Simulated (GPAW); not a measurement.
Runs of GPAW 26.7.0 on Ta3AsAu2O13. Symmetry: P-6, No. 174, hexagonal system. The conventional cell has a = 5.452 Å, b = 5.452 Å, c = 9.579 Å, α = 90.00°, β = 90.00°, γ = 120.00°. Ta (site symmetry 3) has 4 O at 1.86 to 2.04 Å as nearest neighbours. Ta (site symmetry -6) is surrounded by 6 O at 2.05 Å. As (site symmetry -6) has 6 O at 1.91 Å as nearest neighbours. Around Au (site symmetry 3) lie 6 O at 2.15 to 2.34 Å. Around O (site symmetry -6) lie 2 Ta at 1.86 Å. O (site symmetry 1) is surrounded by 1 As at 1.91 Å and 1 Ta at 2.14 Å and 1 Au at 2.15 Å. O (site symmetry 1) has 2 Ta at 2.04 to 2.05 Å and 1 Au at 2.34 Å as nearest neighbours. The cell was built by a generator and needn't be a form met in nature.

| task | level | potentials or basis | k mesh | ranks | eigensolver | band path | band points | older calculator (legacy_gpaw) | mesh quality | gap on the mesh (eV) | pressure (GPa) | largest force (eV/Å) |
| --- | --- | --- | --- | --- | --- | --- | --- | --- | --- | --- | --- | --- |
| band structure | BLYP | PAW data sets generated in the run's folder for this functional, pw | 4 × 4 × 2 | 8 | davidson | GMKGALHA,LM,KH | 100 | - | not flagged | - | (b) | 0.25 |
| atomic charges | PBE | GPAW PAW data sets (gpaw-data 1.2.1), pw | 4 × 4 × 2 | 8 | - | - | - | yes | not flagged | none | 1.3 | 0.39 |
| band structure | r2SCAN | GPAW PAW data sets (gpaw-data 1.2.1), pw | 4 × 4 × 2 | 8 | - | GMKGALHA,LM,KH | 100 | - | not flagged | - | -4.8 | (a) |
| single point | PBE+D4 | GPAW PAW data sets (gpaw-data 1.2.1), pw | 3 × 3 × 2 | - | - | - | - | - | coarse | none | -1.2 | 0.33 |
| single point | PBE | GPAW PAW data sets (gpaw-data 1.2.1), pw | 3 × 3 × 2 | - | - | - | - | - | coarse | none | 1.3 | 0.37 |
| band structure | LDA | the program's PAW data sets (release 1.2.1) made for this functional, pw | 4 × 4 × 2 | 8 | - | GMKGALHA,LM,KH | 100 | - | not flagged | - | -10.6 | 0.42 |
| single point | PBE+D3 | GPAW PAW data sets (gpaw-data 1.2.1), pw | 3 × 3 × 2 | - | - | - | - | - | coarse | none | -1.0 | 0.34 |

Alike in all rows: no spin polarisation; cell as given; cutoff (eV) 800; smearing fermi-dirac 0.05 eV.

**Question.** Fill in the values left out.

**Answer.** (a) 0.29; (b) 5.4.

Caveats: some runs use coarse meshes; with this Au data set, volumes or pressures lay over 1.5 % or 2 GPa off other programs in two to four cells of ten; pairwise dispersion overbinds metals, which lowers pressure and volume (some runs); the PAW data sets were made with another functional, which shifts forces and pressure a little (some runs).

A k mesh can miss the band edges, and the runs leave out spin-orbit coupling on As, Au, Ta.

A gap of «none» marks a metal or a gap under the smearing width.

Not every run made on this cell is shown here.
